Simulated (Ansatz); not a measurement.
**BGeCl (triplet): the correlation ladder, cc-pVDZ**

One table from this session's results is given with a row withheld; the runs are named, their logs left out.

Program: Ansatz 0.2.0, Gaussian basis. Level of theory: cc-pVDZ, core rule «outside noble gas», up to 20 orbitals frozen. These are calculated values, not measurements.

The runs, in order: UHF; CCSD(T) on ROHF; CCSD(T) on UHF; BCCD(T) on ROHF; CISD as a restricted active space (open shells left free, so some higher excitations enter); CCSDT(Q) on ROHF; CCSDT(Q) on UHF; CASSCF and NEVPT2, 12 electrons in 11 orbitals.

20 further runs of the same task are left out: 9 that didn't finish, 11 set aside as unsound or not needed. Runs told in other sessions of the task aren't counted.

**The geometry**

The geometry is a PBE0/def2-TZVP stationary point (not a proven minimum) of the parent state, kept for this charge and spin. No spin-orbit coupling is included. The filled d shell of Ge may be among the frozen orbitals whatever the setting's name suggests.

3 atoms, charge 0, spin multiplicity 3.

Atoms are counted from 1 here; the program's logs count them from 0.

Bond lengths: B1–Ge2 2.264 Å, B1–Cl3 2.085 Å, Ge2–Cl3 2.259 Å. Angles: Ge2–B1–Cl3 62.4°, B1–Ge2–Cl3 54.9°, B1–Cl3–Ge2 62.7°.

Set-up of the first run:

in.yaml reads:

```yaml
crystal:
  periodic: [false, false, false]
  atoms:
    - {symbol: B, position_ang: [0.000000, -1.623594, -0.677472]}
    - {symbol: Ge, position_ang: [0.000000, 0.087356, 0.804839]}
    - {symbol: Cl, position_ang: [0.000000, 0.316111, -1.442456]}
basis:
  gaussian: {orbitals: cc-pVDZ}
magnetization: {spin_polarized: true, initial_magnetization: 2}
hamiltonian: {xc: hf}
output: {orbitals: {seedname: orbitals}}
```

Started as:

```sh
$ ansatz run in.yaml --threads 1 --pin off --events-out ev --progress --plain --max-ram 2393MiB
```

Among the steps run: UHF; CCSD(T) on ROHF; CCSD(T) on UHF; BCCD(T) on ROHF; CISD as a restricted active space (open shells left free, so some higher excitations enter); CCSDT(Q) on ROHF; CCSDT(Q) on UHF; CASSCF and NEVPT2, 12 electrons in 11 orbitals.

One of the session's tables, all rows but one given; the rest of the session is left out.

It belongs to the step «Misses and costs». 

```
        method  from UCCSDT(Q) (kJ/mol)
          ROHF                   +834.5
           UHF                   +810.7
          RMP2                   +141.5
          UMP2                   +146.6
         RCCSD                        ?
         UCCSD                    +40.2
      RCCSD(T)                     +8.7
      UCCSD(T)                     +8.6
       BCCD(T)                     +8.3
        RCCSDT                     +3.5
        UCCSDT                     +3.0
     RCCSDT(Q)                     +0.9
     UCCSDT(Q)                        0
CASSCF valence                   +613.5
NEVPT2 valence                   +109.3
```

**Question.** Estimate the row for RCCSD.

The run gave: from UCCSDT(Q) (kJ/mol): +41.5. In the column «from UCCSDT(Q) (kJ/mol)» it lies between UCCSD (+40.2) and NEVPT2 valence (+109.3).

Not comparable, so not listed: CISD as a restricted active space (open shells left free, so some higher excitations enter) (they don't share determinant, frozen orbitals or solution with the rows shown, or repeat one).

Caveats from the session: Restricted and unrestricted rows rest on different reference determinants; a gap between their highest levels can come from leftover correlation error, from unlike frozen cores or from another state.
